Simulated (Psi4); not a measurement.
**CH2FNOSi (SMILES O=C=N[SiH2]F) at SVWN5/cc-pVDZ**

Aim: the vertical ionisation energy of CH2FNOSi at SVWN5/cc-pVDZ, from 2 runs. 

The calculation is run with Psi4 1.11.

2 further runs of the same task are left out: 2 set aside as unsound or not needed.

**1. The system as given**

The species is CH2FNOSi (7 atoms), meant as a singlet with charge 0. SMILES: `O=C=N[SiH2]F`. Geometry: relaxed at PBE0-D4/def2-TZVP. This is one conformer, not always the lowest.

Bond lengths: O1–C2 1.162 Å, C2–N3 1.195 Å, N3–Si4 1.694 Å, Si4–F5 1.591 Å, Si4–H6 1.475 Å, Si4–H7 1.475 Å. Angles: O1–C2–N3 178.4°, C2–N3–Si4 166.0°, N3–Si4–F5 109.2°, N3–Si4–H6 109.0°, N3–Si4–H7 109.0°, F5–Si4–H6 108.2°, F5–Si4–H7 108.2°, H6–Si4–H7 113.2°.

**2. Energy and gradient at SVWN5/cc-pVDZ**

job.py

```python
import psi4

psi4.set_memory(2200000000)
psi4.set_num_threads(1)
psi4.core.set_output_file('run.log', False)

m = psi4.geometry("""
O     -1.08432485    -5.49532357    -1.04312882
C     -0.57995695    -3.43344340    -0.48395886
N     -0.03590480    -1.33452459     0.14380816
Si     0.40081091     1.82982181     0.35696926
F     -0.79406292     3.15773235    -2.06169120
H     -0.92653272     2.77846432     2.61689274
H      3.13562256     2.36896067     0.38493721
units bohr
symmetry c1
""")

options = {'basis': 'cc-pVDZ', 'reference': 'rks', 'puream': True, 'e_convergence': 1e-09, 'd_convergence': 1e-08, 'scf_type': 'pk', 'dft_radial_points': 99, 'dft_spherical_points': 590}
psi4.set_options(options)

result, w = psi4.gradient('scf', dft_functional={"name": "SVWN5", "x_functionals": {"LDA_X": {}}, "c_functionals": {"LDA_C_VWN": {}}}, return_wfn=True)
print('gradient / Eh bohr^-1')
print(result.np.round(6))
print(f'energy = {w.energy():.10f} Eh')
for k, v in sorted(psi4.core.scalar_variables().items()):
    print(f'{k:45s} {v:18.10f}')
```

Started as:

```
$ python job.py
```

run.log, shortened:

```text
[...]
  Running in c1 symmetry.
[...]
  Nuclear repulsion =  204.922898997471236
[...]
  Multiplicity = 1
[...]
  Nalpha       = 23
  Nbeta        = 23
[...]
    Number of basis functions: 84
[...]
   @RKS iter   1:  -555.31634012800123   -6.17319e-02   9.83158e-03 ADIIS/DIIS
[...]
   @RKS iter  12:  -555.59925259199895   -1.18234e-11   8.61934e-09 DIIS
[...]
    Orbital Energies [Eh]
    ---------------------
    Doubly Occupied:
       1A    -65.199261     2A    -24.100207     3A    -18.667083
       4A    -13.889608     5A     -9.925470     6A     -5.093031
       7A     -3.537306     8A     -3.534218     9A     -3.531418
      10A     -1.088165    11A     -1.025772    12A     -0.865698
      13A     -0.588558    14A     -0.467363    15A     -0.449642
      16A     -0.435090    17A     -0.433495    18A     -0.403753
      19A     -0.400126    20A     -0.359720    21A     -0.322548
      22A     -0.287679    23A     -0.271748
[...]
  @RKS Final Energy:  -555.59925259199895
   => Energetics <=
    Nuclear Repulsion Energy =            204.9228989974712363
    One-Electron Energy =               -1177.2691507814163288
    Two-Electron Energy =                 466.7043361009485238
    DFT Exchange-Correlation Energy =     -49.9573369090024926
    Empirical Dispersion Energy =           0.0000000000000000
    VV10 Nonlocal Energy =                  0.0000000000000000
    Total Energy =                       -555.5992525919989475
[...]
 Multipole Moments:
 ------------------------------------------------------------------------------------
     Multipole            Electronic (a.u.)      Nuclear  (a.u.)        Total (a.u.)
 ------------------------------------------------------------------------------------
 L = 1.  Multiply by 2.5417464519 to convert [e a0] to [Debye]
 Dipole X            :         -1.3690239            1.6411834            0.2721595
 Dipole Y            :         -0.8235564            1.1609442            0.3373878
 Dipole Z            :         -2.3440465            2.7787097            0.4346632
 Magnitude           :                                                    0.6138676
[...]
  -Total Gradient:
     Atom            X                  Y                   Z
    ------   -----------------  -----------------  -----------------
       1        0.006572424671     0.027303062084     0.007199780859
       2        0.000558857811     0.001020438618     0.000877543838
       3       -0.005312091480    -0.016446715637    -0.006945737410
       4       -0.010970217452     0.007452270859    -0.021254937003
       5        0.013672534957    -0.014992823503     0.027633836479
       6        0.004926422764    -0.002893123326    -0.007747430771
       7       -0.009476877586    -0.001434550393     0.000185435959
[...]
```

Standard output:

```text
gradient / Eh bohr^-1
[[ 0.006572  0.027303  0.0072  ]
 [ 0.000559  0.00102   0.000878]
 [-0.005312 -0.016447 -0.006946]
 [-0.01097   0.007452 -0.021255]
 [ 0.013673 -0.014993  0.027634]
 [ 0.004926 -0.002893 -0.007747]
 [-0.009477 -0.001435  0.000185]]
energy = -555.5992525920 Eh
CURRENT ENERGY                                   -555.5992525920
CURRENT REFERENCE ENERGY                         -555.5992525920
DD SOLVATION ENERGY                                 0.0000000000
DFT FUNCTIONAL TOTAL ENERGY                      -555.5992525920
DFT TOTAL ENERGY                                 -555.5992525920
DFT VV10 ENERGY                                     0.0000000000
DFT XC ENERGY                                     -49.9573369090
GRID ELECTRONS ALPHA                               22.9999993389
GRID ELECTRONS BETA                                22.9999993389
GRID ELECTRONS TOTAL                               45.9999986778
NUCLEAR REPULSION ENERGY                          204.9228989975
ONE-ELECTRON ENERGY                             -1177.2691507814
PCM POLARIZATION ENERGY                             0.0000000000
PE ENERGY                                           0.0000000000
SCF ITERATION ENERGY                             -555.5992525920
SCF ITERATIONS                                     12.0000000000
SCF TOTAL ENERGY                                 -555.5992525920
TWO-ELECTRON ENERGY                               466.7043361009
XC GRID RADIAL POINTS                              99.0000000000
XC GRID SPHERICAL POINTS                          590.0000000000
XC GRID TOTAL POINTS                           389767.0000000000
```

Wall time 17 s (1 thread of Intel Xeon 6975P-C (Granite Rapids), shared host); peak memory 0.61 GiB.

**3. The doublet cation at the same level**

input.inp

```
memory 2200 mb

molecule mol {
  1 2
  O     -1.08432485    -5.49532357    -1.04312882
  C     -0.57995695    -3.43344340    -0.48395886
  N     -0.03590480    -1.33452459     0.14380816
  Si     0.40081091     1.82982181     0.35696926
  F     -0.79406292     3.15773235    -2.06169120
  H     -0.92653272     2.77846432     2.61689274
  H      3.13562256     2.36896067     0.38493721
  units au
  symmetry c1
}

set globals {
  basis                cc-pVDZ
  reference            uks
  puream               true
  e_convergence        1e-09
  d_convergence        1e-08
  scf_type             pk
  dft_radial_points    99
  dft_spherical_points 590
  maxiter              100
}

gradient("scf", dft_functional={"name": "SVWN5", "x_functionals": {"LDA_X": {}}, "c_functionals": {"LDA_C_VWN": {}}})
```

Started as:

```
$ psi4 input.inp input.out -n 1
```

input.out, shortened:

```text
[...]
  Running in c1 symmetry.
[...]
  Nuclear repulsion =  204.922898997471236
[...]
  Multiplicity = 2
[...]
  Nalpha       = 23
  Nbeta        = 22
[...]
    Number of basis functions: 84
[...]
   @UKS iter   1:  -554.97034997559138    2.84258e-01   8.74366e-03 DIIS/ADIIS
[...]
   @UKS iter  15:  -555.20631938124200   -2.50111e-12   8.57272e-09 DIIS
[...]
   @S^2 Observed:                7.526854080E-01
[...]
  @UKS Final Energy:  -555.20631938124200
   => Energetics <=
    Nuclear Repulsion Energy =            204.9228989974712363
    One-Electron Energy =               -1165.9690372663621929
    Two-Electron Energy =                 455.4077491344877444
    DFT Exchange-Correlation Energy =     -49.5679302468388485
    Empirical Dispersion Energy =           0.0000000000000000
    VV10 Nonlocal Energy =                  0.0000000000000000
    Total Energy =                       -555.2063193812419968
[...]
 Multipole Moments:
 ------------------------------------------------------------------------------------
     Multipole            Electronic (a.u.)      Nuclear  (a.u.)        Total (a.u.)
 ------------------------------------------------------------------------------------
 L = 1.  Multiply by 2.5417464519 to convert [e a0] to [Debye]
 Dipole X            :         -1.0062960            1.6411834            0.6348874
 Dipole Y            :         -0.8345496            1.1609442            0.3263946
 Dipole Z            :         -1.6828700            2.7787097            1.0958397
 Magnitude           :                                                    1.3078533
[...]
  -Total Gradient:
     Atom            X                  Y                   Z
    ------   -----------------  -----------------  -----------------
       1        0.001587693338     0.006665570050     0.001758573199
       2        0.011445882018     0.045337689012     0.012781296266
       3       -0.013449243862    -0.037150723045    -0.017827088301
       4        0.005616850264    -0.000214214956     0.010016992454
       5        0.007010687078    -0.010142952849     0.014661238384
       6        0.007923857116    -0.003680871203    -0.018443399749
       7       -0.020164814237    -0.000805856959    -0.002999354731
[...]
```

Run time: 23 s. Hardware: 1 thread of Intel Xeon 6975P-C (Granite Rapids), shared host; peak memory 0.61 GiB.

**4. Results**

At SVWN5/cc-pVDZ:

```
                                          quantity          value
                    singlet CH2FNOSi: total energy  -555.59925 Eh
                   singlet CH2FNOSi: dipole moment         1.56 D
                     singlet CH2FNOSi: HOMO energy       -7.39 eV
                     singlet CH2FNOSi: LUMO energy       -1.14 eV
                   singlet CH2FNOSi: HOMO–LUMO gap        6.25 eV
        singlet CH2FNOSi: largest force on an atom     1.763 eV/Å
                      doublet cation: total energy  -555.20632 Eh
doublet cation: HOMO energy (highest over α and β)      -14.47 eV
 doublet cation: LUMO energy (lowest over α and β)      -13.95 eV
                              doublet cation: ⟨S²⟩          0.753
          doublet cation: largest force on an atom     2.493 eV/Å
vertical ionisation energy (to the doublet cation)      10.692 eV
```

What this shows: The vertical ionisation energy comes to 10.69 eV (1032 kJ/mol). The largest force (singlet CH2FNOSi) is 1.76 eV/Å: the shape isn't a stationary point for this species at this level. The negative HOMO energy of the first species, 7.39 eV, lies 3.30 eV below that difference.
